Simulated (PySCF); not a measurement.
# C6H17P: magnetic properties

What do calculations give for the magnetic properties of C6H17P (`CC[P@TB1](C)(C)(C)C`)?

Programs: PySCF 2.14.0, with routines of our own; each step states its level. All values are computed. Atoms count from 0.

## Step 1: The starting structure

24 atoms, charge 0, multiplicity 1; geometry from: GFN2-xTB.

## Step 2: Magnetic properties: GIAO CAM-B3LYP/pcSseg-1

What the job is given:

```
{"job": {"kind": "mag", "xc": "CAM-B3LYP", "basis": "pcSseg-1", "isotopologues": 2}, "charge": 0, "multiplicity": 1}
C      2.430172     0.620722     0.600681
C      1.519038     0.238521    -0.562414
P     -0.369506    -0.100310    -0.127265
C      0.072546    -1.649677     0.802401
C     -0.768076    -0.243204    -1.931630
C     -0.497219     1.568522     0.684831
C     -2.247672    -0.436079     0.313245
H      3.477330     0.474339     0.335597
H      2.302945     1.664943     0.876187
H      2.220664     0.017197     1.482808
H      1.906766    -0.674421    -1.029819
H      1.577362     1.021497    -1.326291
H      1.141464    -1.811564     0.887369
H     -0.374208    -2.477303     0.254009
H     -0.382188    -1.613197     1.789519
H     -1.543917    -0.988371    -2.084889
H      0.106582    -0.481191    -2.528969
H     -1.155024     0.727496    -2.239458
H     -0.170339     1.445252     1.716275
H      0.156756     2.282533     0.192949
H     -1.520899     1.930470     0.683151
H     -2.428519    -0.296504     1.379872
H     -2.905581     0.249389    -0.221978
H     -2.560210    -1.449295     0.061376
```

Method: GIAO CAM-B3LYP/pcSseg-1 magnetisability, rotational g tensor and spin-rotation constants, non-relativistic, gas phase.

Launch:

```console
$ OMP_NUM_THREADS=1 python excited_run.py task.json out
```

This one command runs all jobs of the session in turn.

Log:

```text
coarse grid: 18680 points
cycle   1  E = -579.8445352330  dE =  6.123e-01  |g| = 5.108e-01  |ddm| = 4.094e+00
cycle   2  E = -579.8663849836  dE = -2.185e-02  |g| = 4.283e-01  |ddm| = 8.384e-01
cycle   3  E = -579.9105078041  dE = -4.412e-02  |g| = 2.757e-02  |ddm| = 3.967e-01
cycle   4  E = -579.9106686998  dE = -1.609e-04  |g| = 1.739e-02  |ddm| = 4.596e-02
cycle   5  E = -579.9107391560  dE = -7.046e-05  |g| = 1.917e-03  |ddm| = 1.864e-02
cycle   6  E = -579.9107401018  dE = -9.458e-07  |g| = 5.720e-04  |ddm| = 2.749e-03
final grid: 170504 points
cycle   7  E = -579.9704158102  dE = -4.664e-05  |g| = 5.655e-03  |ddm| = 2.810e-02
cycle   8  E = -579.9704177111  dE = -1.901e-06  |g| = 4.982e-03  |ddm| = 1.050e-02
cycle   9  E = -579.9704238560  dE = -6.145e-06  |g| = 2.154e-04  |ddm| = 4.499e-03
cycle  10  E = -579.9704238683  dE = -1.238e-08  |g| = 1.018e-04  |ddm| = 4.904e-04
cycle  11  E = -579.9704238711  dE = -2.724e-09  |g| = 3.735e-05  |ddm| = 1.506e-04
cycle  12  E = -579.9704238714  dE = -3.563e-10  |g| = 4.908e-06  |ddm| = 6.129e-05
converged SCF energy = -579.9704238714

Magnetisability tensor (1e-30 J/T^2)
    -1694.11      -40.89       37.57
      -40.89    -1453.55      -14.98
       37.57      -14.98    -1442.40
isotropic -1530.02   principal values   -1705.46  -1463.50  -1421.10
isotropic susceptibility -92.140 1e-6 cm^3/mol

Inertial axes            a          b          c
rot. const./GHz      2.6494     1.5057     1.4935
chi total          -101.531    -88.536    -86.353
chi diamagnetic    -631.414  -1003.796  -1012.314
chi paramagnetic    529.883    915.260    925.961
quadrupole/D A       -5.797      2.029      3.768
g nuclear            0.6617     0.6362     0.6363
g electronic        -0.6595    -0.6474    -0.6497
g total              0.0022    -0.0112    -0.0134

Spin-rotation constants (kHz, H = +C I.J)
atom  isotope        aa         bb         cc
  2    31P        4.418      1.468      1.343
  7     1H       -0.023     -0.129     -0.150
  8     1H       -0.275     -0.118     -0.030
  9     1H       -0.268     -0.084     -0.068
 10     1H       -0.297     -0.073     -0.067
 11     1H       -0.296     -0.131     -0.005
 12     1H       -0.018     -0.175     -0.122
 13     1H       -0.169     -0.109     -0.087
 14     1H       -0.308      0.022     -0.144
 15     1H       -0.039     -0.147     -0.137
 16     1H       -0.178     -0.032     -0.171
 17     1H       -0.304     -0.163      0.052
 18     1H       -0.255      0.002     -0.136
 19     1H       -0.169     -0.147     -0.069
 20     1H       -0.084     -0.156     -0.107
 21     1H       -0.310      0.045     -0.189
 22     1H       -0.196     -0.187     -0.024
 23     1H       -0.185     -0.151     -0.065
  0    13C*       0.353      0.199      0.211
  1    13C*       0.458      0.315      0.301
  3    13C*       0.356      0.225      0.252
  6    13C*       0.382      0.280      0.279
* in the singly substituted isotopologue

Isotopologues: g along a, b, c
2H    at 7,8,9,10,11,12     0.0016    -0.0089    -0.0105
13C   at 0                  0.0021    -0.0110    -0.0131
```

It took 2.3 min on 1 thread of Intel Xeon Platinum 8175M at 2.50GHz, shared host; peak memory 1.2 GiB.

Key values:

| quantity | value |
| --- | --- |
| magnetisability | -1530·10⁻³⁰ J/T² |
| molar susceptibility | -92.1·10⁻⁶ cm³/mol |
| rotational g (a, b, c) | 0.0022, -0.0112, -0.0134 |

The fields below are evaluated on a grid from the run's orbitals.

Frontier orbitals at CAM-B3LYP/pcSseg-1, with the share of their density that lies nearest to each atom:

| orbital | energy (eV) | lies on |
| --- | --- | --- |
| HOMO | -6.73 | C1, C6 about 22 % each; P2 9 %; C3, C4, C5 about 7 % each |
| LUMO | 2.03 | 4 H atoms about 8 % each; 5 H atoms about 5 % each |

ELF in a plane through or near 8 of the atoms.

Values, 10 rows by 14 columns:
```
0.00 0.00 0.00 0.00 0.00 0.00 0.00 0.00 0.00 0.00 0.00 0.00 0.00 0.00
0.00 0.00 0.00 0.00 0.00 0.00 0.00 0.00 0.00 0.00 0.00 0.00 0.00 0.00
0.00 0.00 0.00 0.00 0.00 0.00 0.09 0.01 0.01 0.60 0.25 0.00 0.00 0.00
0.00 0.00 0.00 0.04 0.16 0.01 0.25 0.05 0.17 1.00 0.93 0.07 0.00 0.00
0.00 0.00 0.12 0.35 0.61 0.26 0.10 0.38 0.72 0.25 0.54 0.12 0.00 0.00
0.00 0.01 0.96 0.99 0.46 0.74 0.92 0.75 0.45 0.52 0.44 0.09 0.00 0.00
0.00 0.00 0.19 0.14 0.20 0.68 0.40 0.58 0.65 0.93 0.22 0.00 0.00 0.00
0.00 0.00 0.00 0.00 0.07 0.21 0.03 1.00 0.66 0.98 0.92 0.00 0.00 0.00
0.00 0.00 0.00 0.00 0.00 0.00 0.02 0.90 0.18 0.04 0.00 0.00 0.00 0.00
0.00 0.00 0.00 0.00 0.00 0.00 0.00 0.00 0.00 0.00 0.00 0.00 0.00 0.00
```
The map spans 12.2 Å across and 10.3 Å up, centred on the molecule. Atoms in the plane (x, y in Å): C0 (-2.6, 0.2), C1 (-1.4, -0.8), P2 (0.4, -0.1), C6 (2.2, 0.6), H7 (-3.5, -0.3), H15 (2.0, -1.9), H16 (0.4, -2.5), H21 (2.2, 1.7).

On the surface of density 0.002 e/bohr³ the electrostatic potential runs, from the 1st to the 99th percentile, from -0.53 to 0.73 V.

## Step 3: Magnetic properties (C6H17P (+2)): GIAO KT3/6-31G*

The job, as its differences from that of step 2:

```diff
@@ -1,2 +1,2 @@
-{"job": {"kind": "mag", "xc": "CAM-B3LYP", "basis": "pcSseg-1", "isotopologues": 2}, "charge": 0, "multiplicity": 1}
+{"job": {"kind": "mag", "xc": "KT3", "basis": "6-31G*", "scf": {"max_cycle": 66}}, "charge": 2, "multiplicity": 1}
 C      2.430172     0.620722     0.600681
```

Level: GIAO KT3/6-31G* magnetisability, rotational g tensor and spin-rotation constants, non-relativistic, gas phase.

Log:

```text
final grid: 170504 points
cycle   1  E = -585.7695585768  dE =  8.785e-01  |g| = 5.866e-01  |ddm| = 3.955e+00
cycle   2  E = -585.4094389596  dE =  3.601e-01  |g| = 1.207e+00  |ddm| = 1.842e+00
cycle   3  E = -585.8323567470  dE = -4.229e-01  |g| = 3.094e-01  |ddm| = 1.435e+00
cycle   4  E = -585.8588105096  dE = -2.645e-02  |g| = 1.639e-01  |ddm| = 4.959e-01
cycle   5  E = -585.8652523610  dE = -6.442e-03  |g| = 8.874e-02  |ddm| = 2.564e-01
cycle   6  E = -585.8678443595  dE = -2.592e-03  |g| = 1.576e-02  |ddm| = 1.124e-01
cycle   7  E = -585.8679480148  dE = -1.037e-04  |g| = 6.136e-03  |ddm| = 2.615e-02
cycle   8  E = -585.8679592752  dE = -1.126e-05  |g| = 1.337e-03  |ddm| = 8.242e-03
cycle   9  E = -585.8679599689  dE = -6.938e-07  |g| = 2.474e-04  |ddm| = 1.953e-03
cycle  10  E = -585.8679599837  dE = -1.476e-08  |g| = 1.086e-04  |ddm| = 3.490e-04
cycle  11  E = -585.8679599868  dE = -3.142e-09  |g| = 3.138e-05  |ddm| = 1.325e-04
cycle  12  E = -585.8679599872  dE = -3.056e-10  |g| = 8.467e-06  |ddm| = 4.281e-05
converged SCF energy = -585.8679599872

Magnetisability tensor (1e-30 J/T^2)
    -1344.60       -2.02      -14.56
       -2.02    -1314.97      -20.62
      -14.56      -20.62    -1436.05
isotropic -1365.21   principal values   -1441.69  -1342.38  -1311.55
isotropic susceptibility -82.215 1e-6 cm^3/mol

Inertial axes            a          b          c
rot. const./GHz      2.6494     1.5057     1.4935
chi total           -81.333    -86.036    -79.275
chi diamagnetic    -593.178   -945.337   -952.112
chi paramagnetic    511.845    859.301    872.837
quadrupole/D A       18.085     -8.432     -9.653
g nuclear            0.6617     0.6362     0.6363
g electronic        -0.6371    -0.6079    -0.6124
g total              0.0246     0.0284     0.0239

Spin-rotation constants (kHz, H = +C I.J)
atom  isotope        aa         bb         cc
  2    31P        4.092      1.250      1.112
  7     1H       -0.064     -0.166     -0.211
  8     1H       -0.317     -0.144     -0.036
  9     1H       -0.330     -0.120     -0.093
 10     1H       -0.340     -0.071     -0.014
 11     1H       -0.337     -0.153      0.063
 12     1H       -0.024     -0.228     -0.167
 13     1H       -0.234     -0.154     -0.157
 14     1H       -0.363     -0.021     -0.202
 15     1H       -0.069     -0.207     -0.179
 16     1H       -0.199     -0.080     -0.224
 17     1H       -0.388     -0.213     -0.032
 18     1H       -0.351     -0.088     -0.178
 19     1H       -0.195     -0.189     -0.119
 20     1H       -0.097     -0.196     -0.163
 21     1H       -0.345      0.058     -0.214
 22     1H       -0.236     -0.207     -0.005
 23     1H       -0.230     -0.164     -0.057
  0    13C*       0.336      0.292      0.406
  1    13C*       0.543      0.565      0.882
  3    13C*       0.588      0.168      0.250
  6    13C*       0.404      0.484      0.545
* in the singly substituted isotopologue
```

It took 84 s on 1 thread of Intel Xeon Platinum 8175M at 2.50GHz, shared host; peak memory 0.82 GiB.

The run ended normally, but its values are not to be used for the molecule: the charge was changed to 2, at the geometry of the original.

## Step 4: Summary of results

| quantity | value |
| --- | --- |
| magnetisability (step 2, GIAO CAM-B3LYP/pcSseg-1) | -1530·10⁻³⁰ J/T² |
| molar susceptibility (step 2, GIAO CAM-B3LYP/pcSseg-1) | -92.1·10⁻⁶ cm³/mol |
| rotational g (a, b, c) (step 2, GIAO CAM-B3LYP/pcSseg-1) | 0.0022, -0.0112, -0.0134 |
| surface potential, 1st and 99th percentile | -0.53 V and 0.73 V |
| runs | 0 failed, 1 ended on unsound input |

The values above hold for this geometry and these levels alone. Vibrational averaging and real surroundings are missing from these values.
